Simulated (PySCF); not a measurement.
**OsN₂⁺: doublet, from a side-on start**

Program: PySCF 2.14.0. Level of theory: PBE0, basis Os def2-TZVP with ECP60, N def2-TZVP, scalar-relativistic core potentials, no spin–orbit coupling, density fitting. These are calculated values, not measurements.

### 1 The system as given

3 atoms, charge 1, spin multiplicity 2.

Bond lengths: Os1–N2 2.040 Å, Os1–N3 2.040 Å, N2–N3 1.200 Å. Angles: N2–Os1–N3 34.2°, Os1–N2–N3 72.9°, Os1–N3–N2 72.9°.

```xyz
3
charge 1 multiplicity 2
Os    0.0000    0.0000    0.0000
N     0.6000    0.0000    1.9498
N    -0.6000    0.0000    1.9498
```

### 2 First SCF at the start

One driver script runs all steps and calls PySCF; scf.py shows how it sets up the SCF of each step. The optimiser is the driver's own. After this first run the driver tries any further starts and a stability analysis.

scf.py

```python
from pyscf import gto, scf, dft
mol = gto.M(atom='''
Os     0.000000     0.000000     0.000000
N      0.600000     0.000000     1.949769
N     -0.600000     0.000000     1.949769''',
    basis={'Os': 'def2-TZVP', 'N': 'def2-TZVP'},
    ecp={'Os': 'def2-TZVP'},
    charge=1, spin=1)
mf = dft.UKS(mol, xc='PBE0')
mf.grids.atom_grid = (50, 194)
aux = {'Os': 'def2-universal-JKFIT', 'N': 'def2-universal-JKFIT'}
mf = mf.density_fit(auxbasis=aux)
mf.conv_tol = 1e-08
mf.diis_space = 10
mf.max_cycle = 60
mf.init_guess = 'minao'
mf.verbose = 4
mf.kernel()
```

Started as:

```
OMP_NUM_THREADS=2 python axn.py task.json out
```

**Question.** How long does this step take on 2 threads of Intel Xeon 6975P-C (Granite Rapids), shared host?

About 35 s, with a peak of 0.41 GiB.
